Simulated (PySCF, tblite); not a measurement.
# C2H7F3NPSi2: geometry, infrared bands and NMR shifts

What infrared bands and NMR shifts should C2H7F3NPSi2 (`FC(F)(F)/C=P\N([SiH3])[SiH3]`) show?

Programs: tblite 0.8.0 and PySCF 2.14.0, with density-fitted response routines of our own. Each step states its level of theory. These are calculated values for one molecule in the gas phase, unless marked as measured. Atoms count from 0, in the outputs and in this text.

### Step 1. Starting geometry

16 atoms, charge 0, multiplicity 1; geometry from: force field or distance geometry start.

Bonds of the start (Å): F0–C1 1.39, C1–F2 1.41, C1–F3 1.38, C1–C4 1.47, C4–P5 1.67, P5–N6 1.80, N6–Si7 1.79, N6–Si8 1.81, C4–H9 1.08, Si7–H10 1.48, Si7–H11 1.48, Si7–H12 1.46, Si8–H13 1.44, Si8–H14 1.49, Si8–H15 1.48.

### Step 2. Optimising the geometry with GFN2-xTB

The job: settings as JSON, then the geometry in Å.

```
{"job": {"kind": "relax", "xc": "GFN2-xTB", "basis": "xTB"}, "charge": 0, "multiplicity": 1}
F      2.375000    -1.679800    -0.027300
C      2.561200    -0.362800     0.377500
F      3.961500    -0.195500     0.275100
F      2.174500    -0.129400     1.680200
C      1.976600     0.592700    -0.579800
P      0.356000     0.992200    -0.612900
N     -0.672600     0.192300     0.623300
Si    -1.368200    -1.342800     0.020100
Si    -2.068900     1.324000     0.806200
H      2.613900     1.065000    -1.318300
H     -2.106800    -1.089900    -1.242400
H     -2.212300    -2.002600     1.045500
H     -0.265400    -2.258000    -0.244500
H     -2.838500     0.911900     1.954900
H     -1.581200     2.726100     0.902700
H     -2.912300     1.265300    -0.404300
```

Run with:

```console
$ OMP_NUM_THREADS=1 python probes_run.py task.json out
```

The driver reads the jobs from task.json and runs them one after another.

**Question.** This job is followed by: GFN2-xTB harmonic vibrations, gas phase; GIAO PBE0/pcSseg-1 NMR shielding, non-relativistic, gas phase. What will the session give for the following? strongest single infrared mode (GFN2-xTB); zero-point energy (GFN2-xTB); ¹³C shifts against TMS (PBE0/pcSseg-1); ¹H shifts against TMS (PBE0/pcSseg-1, means over atoms taken as alike); ¹⁹F shifts against CFCl3 (PBE0/pcSseg-1, means over atoms taken as alike); ³¹P shifts against H3PO4 (PBE0/pcSseg-1); ¹⁵N shifts against NH3 (PBE0/pcSseg-1); ²⁹Si shifts against TMS (PBE0/pcSseg-1, means over atoms taken as alike); surface potential, 1st and 99th percentile.

**Answer**, as computed:

| quantity | value |
| --- | --- |
| strongest single infrared mode (GFN2-xTB) | 2298 cm⁻¹, 489 km/mol |
| zero-point energy (GFN2-xTB) | 52.8 kcal/mol |
| ¹³C shifts against TMS (PBE0/pcSseg-1) | 165.7, 132.5 ppm |
| ¹H shifts against TMS (PBE0/pcSseg-1, means over atoms taken as alike) | 7.86, 4.94 ppm |
| ¹⁹F shifts against CFCl3 (PBE0/pcSseg-1, means over atoms taken as alike) | -63.6 ppm |
| ³¹P shifts against H3PO4 (PBE0/pcSseg-1) | 366.0 ppm |
| ¹⁵N shifts against NH3 (PBE0/pcSseg-1) | 71.1 ppm |
| ²⁹Si shifts against TMS (PBE0/pcSseg-1, means over atoms taken as alike) | -44.2 ppm |
| surface potential, 1st and 99th percentile | -0.71 V and 1.61 V |

What this shows: The optimisation took 168 steps and gained 1.070 eV; among the close pairs (by a distance rule), P5–N6 changed most, from 1.796 to 1.684 Å. No mode is imaginary among the 42: a minimum at this level. The strongest single mode, at 2298 cm⁻¹, moves mainly H15. Unscaled tight-binding wavenumbers are off by several per cent, some by more. Its intensities can rank the bands wrongly. At PBE0/pcSseg-1: The largest span, 663 ppm, is at P5, where the paramagnetic term is -1016 ppm. At PBE0/pcSseg-1, counted by nearest atom on the grid, the HOMO lies on N6 31 %; C4 26 %, the LUMO on P5 49 %; C4 24 %.
